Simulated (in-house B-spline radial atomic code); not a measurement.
# Pd⁴⁵⁺: ionisation energy by several methods

Aim: the ionisation energy of Pd⁴⁵⁺ by several methods, each as the difference of two self-consistent energies (Pd⁴⁵⁺ and the next ion, bare nucleus).

Method: Dirac-Coulomb, several functionals; spherical all-electron atom at the radial basis limit. Code: in-house B-spline radial atomic code version 1.

## (1) The atom as given

- element: palladium (Z = 46)
- charge: +45
- electrons: 1
- configuration: 1s1
- nucleus: Fermi, rms radius 4.532 fm

## (2) OLYP

Settings, as recorded:

```ini
Z = 46
electrons = 1.0
configuration = 1s1
hamiltonian = dirac
method = optx,lyp
spin_polarised = False
nucleus = fermi
rms_radius = 4.5318
mass_number = 106
atomic_mass = 105.903480287
speed_of_light = 137.035999084
```

## (3) LDA (PW92)

Settings: those of step 2 with these lines changed.

```diff
@@ -4,3 +4,3 @@
 hamiltonian = dirac
-method = optx,lyp
+method = lda,pw
 spin_polarised = False
```

Before running: The tabulated ionisation energy is 29622.7 ± 0.007 eV (tabulated theoretical; NIST Atomic Spectra Database). What does each method give, and which comes nearest?

As calculated:

| method | rung | total energy (hartree) | ΔSCF (eV) | with Breit, QED, recoil (eV) | −ε highest (eV) | corrected ΔSCF less tabulated (eV) |
| --- | --- | --- | --- | --- | --- | --- |
| LDA (PW92) | LDA | -1084.9416 | 29522.8 | 29487.8 | 29208.2 (1s1/2) | -134.9 |
| OLYP | GGA | -1087.1326 | 29582.4 | 29547.3 | 29256.2 (1s1/2) | -75.4 |

Against the tabulated ionisation energy, 29622.7 ± 0.007 eV (tabulated theoretical; NIST Atomic Spectra Database), the best here is OLYP (-75.4 eV) and the worst LDA (PW92) (-134.9 eV, or 0.46 %). Open shells are averaged (over orientations, and over spins where the run is restricted), while tables refer to the lowest levels.

Members of this set that are not shown: 2 used exact exchange with fractional occupations of an open shell, which is unsound here.
